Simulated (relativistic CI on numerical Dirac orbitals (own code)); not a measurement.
# Ru¹⁹⁺: how the levels respond to the fine-structure constant and the nuclear radius

How sensitive are the low transitions of Ru¹⁹⁺ to a change of α? Wanted is q = dE/dx with x = (α/α0)² − 1, and the field-shift factor by the mean square nuclear radius, for the lowest 30 levels.

The numbers are computed with relativistic CI on numerical Dirac orbitals (own code) version 2 (Dirac-Coulomb-Breit CI, KLI orbitals optimised for each configuration, derivatives by finite differences), except any that are marked as measured or tabulated.

## (1) The system

```
ion                 : Ru¹⁹⁺ (Ru XX)
nuclear charge      : 44
electrons           : 25
isotope             : A = 102
first configuration : [Ar] 3d7
```

Outer shells as boxes (Hund's rule):

[Ar] 3d7
```
[Ar] core
3d [↑↓][↑↓][↑ ][↑ ][↑ ]
```

## (2) Levels and derivatives

Settings of the run:

```ini
atom Ru  Z=44  charge=19  electrons=25
nucleus A=102  rms_radius_fm=4.4809
hamiltonian dirac-coulomb  breit=on  qed=off  c_scale=1
orbitals kli  potential=per-configuration
slater_scale 1
correlation none
mixing on
configurations
  [Ar] 3d7
  [Ne] 3s2 3p5 3d8
  [Ne] 3s2 3p4 3d9
  [Ne] 3s 3p6 3d8
  [Ne] 3p6 3d9
  [Ne] 3s 3p5 3d9
  [Ar] 3d6 4s
  [Ar] 3d6 4p
end
derivatives alpha2 +-0.01 radius +-1%
```

From the run's result record (rounded, not every field):

```text
{
  "status": "converged",
  "levels [i, E_cm, J2, conf, term, w_term]": [
    [0, 0, 9, "3s2 3p6 3d7", "4F", 0.8999],
    [1, 28870.913, 7, "3s2 3p6 3d7", "4F", 0.9726],
    [2, 39200.357, 5, "3s2 3p6 3d7", "4F", 0.817],
    [3, 43183.908, 3, "3s2 3p6 3d7", "4F", 0.5596],
    [4, 61180.624, 3, "3s2 3p6 3d7", "4P", 0.3933],
    [5, 71289.274, 5, "3s2 3p6 3d7", "4P", 0.8516],
    [6, 73448.577, 9, "3s2 3p6 3d7", "2G", 0.6989],
    [7, 82983.902, 1, "3s2 3p6 3d7", "4P", 0.648],
    [8, 97098.556, 7, "3s2 3p6 3d7", "2G", 0.924],
    [9, 100779.35, 11, "3s2 3p6 3d7", "2H", 1],
    [10, 106504.84, 3, "3s2 3p6 3d7", "4P", 0.4687],
    [11, 108993.48, 5, "3s2 3p6 3d7", "2D", 0.7781],
    [12, 122567.63, 1, "3s2 3p6 3d7", "2P", 0.6465],
    [13, 130541.19, 9, "3s2 3p6 3d7", "2H", 0.7874],
    [14, 150515.68, 5, "3s2 3p6 3d7", "2F", 0.9196],
    [15, 152464.1, 3, "3s2 3p6 3d7", "2D", 0.5802],
    [16, 166634.04, 7, "3s2 3p6 3d7", "2F", 0.9403],
    [17, 226467.94, 3, "3s2 3p6 3d7", "2D", 0.9795],
    [18, 242615.04, 5, "3s2 3p6 3d7", "2D", 0.9208],
    [19, 1306511, 11, "3s2 3p5 3d8", "4G*", 0.9934],
    [20, 1351259.9, 7, "3s2 3p5 3d8", "2F*", 0.6954],
    [21, 1356181.7, 5, "3s2 3p5 3d8", "2D*", 0.5635],
    [22, 1361030, 9, "3s2 3p5 3d8", "4G*", 0.8402],
    [23, 1407791.4, 7, "3s2 3p5 3d8", "4D*", 0.4494],
    [24, 1414521.5, 9, "3s2 3p5 3d8", "4F*", 0.4617],
    [25, 1415293.8, 3, "3s2 3p5 3d8", "2D*", 0.6942],
    [26, 1416474.3, 5, "3s2 3p5 3d8", "4G*", 0.297],
    [27, 1419969.8, 1, "3s2 3p5 3d8", "2S*", 0.6901],
    [28, 1439486.4, 5, "3s2 3p5 3d8", "4P*", 0.4709],
    [29, 1442617.3, 7, "3s2 3p5 3d8", "4D*", 0.573]
  ],
  "sensitivity [i, q_alpha_cm, field_shift_GHz_per_fm2]": [
    [0, 0, 0],
    [1, 3.27e+04, 0.2089],
    [2, 3.037e+04, 0.2052],
    [3, 1.827e+04, 0.1213],
    [4, 2.308e+04, 0.1611],
    [5, 2.425e+04, 0.2261],
    [6, 2.287e+04, 0.2135],
    [7, 3.094e+04, 0.2307],
    [8, 4.296e+04, 0.341],
    [9, 2.748e+04, 0.3025],
    [10, 5.677e+04, 0.4039],
    [11, 4.871e+04, 0.3663],
    [12, 6.62e+04, 0.4194],
    [13, 6.217e+04, 0.5156],
    [14, 2.576e+04, 0.3155],
    [15, 8.496e+04, 0.585],
    [16, 4.855e+04, 0.4516],
    [17, 4.188e+04, 0.5422],
    [18, 5.741e+04, 0.6424],
    [19, 4.869e+04, 2.513],
    [20, 5.781e+04, 2.288],
    [21, 5.262e+04, 2.291],
    [22, 8.857e+04, 2.497],
    [23, 8.845e+04, 2.567],
    [24, 5.422e+04, 2.474],
    [25, 9.031e+04, 2.418],
    [26, 1.092e+05, 2.224],
    [27, 6.444e+04, 2.659],
    [28, 8.579e+04, 2.658],
    [29, 9.997e+04, 2.588]
  ],
  "n_levels_all": 30,
  "configurations [conf, odd, states]": [
    ["3s2 3p6 3d7", 0, 120],
    ["3s2 3p5 3d8", 1, 270],
    ["3s2 3p4 3d9", 0, 150],
    ["3s 3p6 3d8", 0, 90],
    ["3p6 3d9", 0, 10],
    ["3s 3p5 3d9", 1, 120],
    ["3s2 3p6 3d6 4s", 0, 420],
    ["3s2 3p6 3d6 4p", 1, 1260]
  ]
}
```

Wall time 0.97 s (1 thread, shared host).

The relative sensitivity K = 2q/E of the transition from the lowest level:

| level | energy (eV) | q (cm⁻¹) | K | field shift (GHz/fm²) |
| --- | --- | --- | --- | --- |
| 3d7 4F7/2 | 3.58 | 32700 | 2.265 | 0.209 |
| 3d7 4F5/2 | 4.86 | 30370 | 1.549 | 0.205 |
| 3d7 4F3/2 | 5.35 | 18270 | 0.846 | 0.121 |
| 3d7 4P3/2 + 2P | 7.59 | 23080 | 0.754 | 0.161 |
| 3d7 4P5/2 | 8.84 | 24250 | 0.680 | 0.226 |
| 3d7 2G9/2 | 9.11 | 22870 | 0.623 | 0.214 |
| 3d7 [3d3/2^3 3d5/2^4] J=1/2 | 10.29 | 30940 | 0.746 | 0.231 |
| 3d7 2G7/2 | 12.04 | 42960 | 0.885 | 0.341 |
| 3d7 2H11/2 | 12.50 | 27480 | 0.545 | 0.302 |
| 3d7 [3d3/2^2 3d5/2^5] J=3/2 | 13.20 | 56770 | 1.066 | 0.404 |
| 3d7 2D5/2 | 13.51 | 48710 | 0.894 | 0.366 |
| 3d7 [3d3/2^2 3d5/2^5] J=1/2 | 15.20 | 66200 | 1.080 | 0.419 |
| 3d7 2H9/2 | 16.19 | 62170 | 0.952 | 0.516 |
| 3d7 2F5/2 | 18.66 | 25760 | 0.342 | 0.315 |
| 3d7 2D3/2 | 18.90 | 84960 | 1.114 | 0.585 |
| 3d7 2F7/2 | 20.66 | 48550 | 0.583 | 0.452 |
| 3d7 2D3/2 (ii) | 28.08 | 41880 | 0.370 | 0.542 |

## (3) Results

| quantity | value |
| --- | --- |
| lowest level | 3d7 4F9/2 |
| largest q in size, lowest 30 levels | 109200 cm⁻¹ (3p5 3d8 [3p3/2^3 3d3/2^3 3d5/2^5] J=5/2°) |
| largest K in size within the lowest configuration | 2.27 (3d7 4F7/2) |
| largest field-shift factor among them | 2.66 GHz/fm² (3p5 3d8 2S°1/2) |

In words: Among these levels the largest q belongs to 3p5 3d8 [3p3/2^3 3d3/2^3 3d5/2^5] J=5/2°, a change of configuration. The fine-structure partner 4F7/2 has K = 2.27, away from the 2 of a pure α² interval, since levels mix. K = 2q/E, the relative sensitivity of a level, hangs on the computed energy: between configurations that lie close it can be off by a factor of several.
